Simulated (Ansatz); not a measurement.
# CH₆FNOSi: a ladder of functionals and wavefunction methods

An exercise on one series of results from a longer session: the logs are not shown, and one member is left open.

Program: Ansatz 0.2.0, Gaussian basis. Level of theory: functionals in def2-TZVPP, the program's frozen cores in correlated methods. These are calculated values, not measurements.

The runs, in order: PBE-D4, r2SCAN-D4, PBE0-D4, B3LYP-D4, ωB97X-V, ωB97M-V, B2PLYP; CCSD(T)/def2-TZVPP; MP2/def2-QZVPP; extrapolation to the limit.

### The relaxed structure

The geometry comes from an earlier relaxation with PBE0-D4 in a triple-zeta def2 set; it is a stationary point, not always the lowest conformer.

SMILES `N[SiH](F)CO`, 11 atoms, charge 0, spin multiplicity 1.

Atoms are counted from 1 here; the program's logs count them from 0.

Bond lengths: N1–Si2 1.693 Å, N1–H6 1.005 Å, N1–H7 1.008 Å, Si2–F3 1.607 Å, Si2–C4 1.878 Å, Si2–H8 1.482 Å, C4–O5 1.423 Å, C4–H9 1.099 Å, C4–H10 1.098 Å, O5–H11 0.960 Å. Angles: Si2–N1–H6 123.4°, Si2–N1–H7 118.6°, H6–N1–H7 112.7°, N1–Si2–F3 114.4°, N1–Si2–C4 106.7°, N1–Si2–H8 110.5°, F3–Si2–C4 108.1°, F3–Si2–H8 104.6°, C4–Si2–H8 112.7°, Si2–C4–O5 107.8°, Si2–C4–H9 108.8°, Si2–C4–H10 109.7°, O5–C4–H9 111.5°, O5–C4–H10 111.7°, H9–C4–H10 107.3°, C4–O5–H11 108.9°.

The first run:

The input, in.yaml:

```yaml
crystal:
  periodic: [false, false, false]
  atoms:
    - {symbol: N, position_ang: [-0.444034, 1.658509, 0.060338]}
    - {symbol: Si, position_ang: [-0.964307, 0.050770, -0.034959]}
    - {symbol: F, position_ang: [-1.719167, -0.481004, 1.279912]}
    - {symbol: C, position_ang: [0.571654, -0.999404, -0.291307]}
    - {symbol: O, position_ang: [1.608678, -0.458060, 0.518839]}
    - {symbol: H, position_ang: [-1.072398, 2.442387, 0.099629]}
    - {symbol: H, position_ang: [0.445674, 1.852161, 0.492676]}
    - {symbol: H, position_ang: [-1.955160, -0.110133, -1.125134]}
    - {symbol: H, position_ang: [0.840304, -0.979498, -1.357254]}
    - {symbol: H, position_ang: [0.354167, -2.043583, -0.028704]}
    - {symbol: H, position_ang: [2.399990, -0.989247, 0.406663]}
basis:
  gaussian: {orbitals: def2-TZVPP}
hamiltonian: {xc: pbe, dispersion: d4}
output: {forces: true, orbitals: {seedname: orbitals}}
```

Started as:

```sh
$ ansatz run in.yaml --threads 4 --pin off --events-out ev --progress --plain --max-ram 10444MiB
```

Among the steps run: PBE-D4 (GGA); r2SCAN-D4 (meta-GGA); PBE0-D4 (hybrid); B3LYP-D4 (hybrid); ωB97X-V (range-separated); ωB97M-V (range-separated); B2PLYP (double hybrid); CCSD(T) in def2-TZVPP; MP2 in def2-QZVPP.

One of the session's tables, all rows but one given; the rest of the session is left out.

It belongs to the step «Atomisation energies». 

| method | atomisation energy (kJ/mol) |
| --- | --- |
| PBE-D4 | ? |
| r2SCAN-D4 | 4083.5 |
| PBE0-D4 | 4067.8 |
| B3LYP-D4 | 4090.1 |
| ωB97X-V | 4109.0 |
| ωB97M-V | 4110.5 |
| B2PLYP | 4049.9 |
| HF/def2-TZVPP | 2898.7 |
| MP2/def2-TZVPP | 4058.0 |
| CCSD/def2-TZVPP | 3921.6 |
| CCSD(T)/def2-TZVPP | 3979.9 |
| MP2/CBS | 4185.5 |
| CCSD(T)/CBS | 4107.4 |

Estimate the missing values for PBE-D4.

As computed: atomisation energy (kJ/mol): 4155.8. In the column «atomisation energy (kJ/mol)» it lies between ωB97M-V (4110.5) and MP2/CBS (4185.5).
